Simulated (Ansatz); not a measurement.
# SrGe2Mo2: the cost of one run

Program: Ansatz 0.2.0. Level of theory: DFT PBE, scalar-relativistic, plane waves, PAW. These are calculated values, not measurements.

## 1. The starting structure

Symmetry: P4/mmm, No. 123, tetragonal system. Conventional cell: a = 4.656 Å, b = 4.656 Å, c = 4.902 Å, α = 90.00°, β = 90.00°, γ = 90.00°. Around Sr (site symmetry 4/mmm) lie 2 Ge at 2.45 Å. Ge (site symmetry 4/mmm) is surrounded by 4 Mo at 2.33 Å and 2 Sr at 2.45 Å. Ge (site symmetry 4/mmm) is surrounded by 4 Mo at 2.33 Å. Mo (site symmetry mmm) is surrounded by 4 Ge at 2.33 Å.

Structure file:

```xyz
5
Lattice="4.6557 0.0000 0.0000 0.0000 4.6557 0.0000 0.0000 0.0000 4.9024" Properties=species:S:1:pos:R:3 pbc="T T T"
Sr    2.3279    2.3279    0.0000
Ge    2.3279    2.3279    2.4512
Ge    0.0000    0.0000    2.4512
Mo    0.0000    2.3279    2.4512
Mo    2.3279    0.0000    2.4512
```

A structure generator made this guess: random cell by space group and Wyckoff sites (P4/mmm, No. 123). The dimensions are guesses.

## 2. A first look at the guess

input.yaml

```yaml
crystal:
  lattice:
    - [4.65571322, 0.0, 0.0]
    - [0.0, 4.65571322, 0.0]
    - [0.0, 0.0, 4.90236772]
  atoms:
    - { symbol: Sr, position: [0.5, 0.5, 0.0] }
    - { symbol: Ge, position: [0.5, 0.5, 0.5] }
    - { symbol: Ge, position: [0.0, 0.0, 0.5] }
    - { symbol: Mo, position: [0.0, 0.5, 0.5] }
    - { symbol: Mo, position: [0.5, 0.0, 0.5] }
basis:
  ecutwfc: 420
kpoints:
  mp_grid: { grid: [4, 4, 4] }
hamiltonian:
  xc: pbe
scf:
  occupations: { method: gaussian, width: 0.1 }
  lower_state_search: "off"
output:
  forces: true
  stress: true
  eigenvalues: true
```

The run is started by

```sh
> ansatz run input.yaml --threads 1 --pin off --max-ram 2560MiB --backend cpu --events-out ev --progress --plain --runs-dir out
```

**Question.** How long does this run take on 1 thread of Intel Xeon 6975P-C (Granite Rapids), shared host, and how much memory does it need?

About 2.4 s, with a peak of 0.46 GiB.
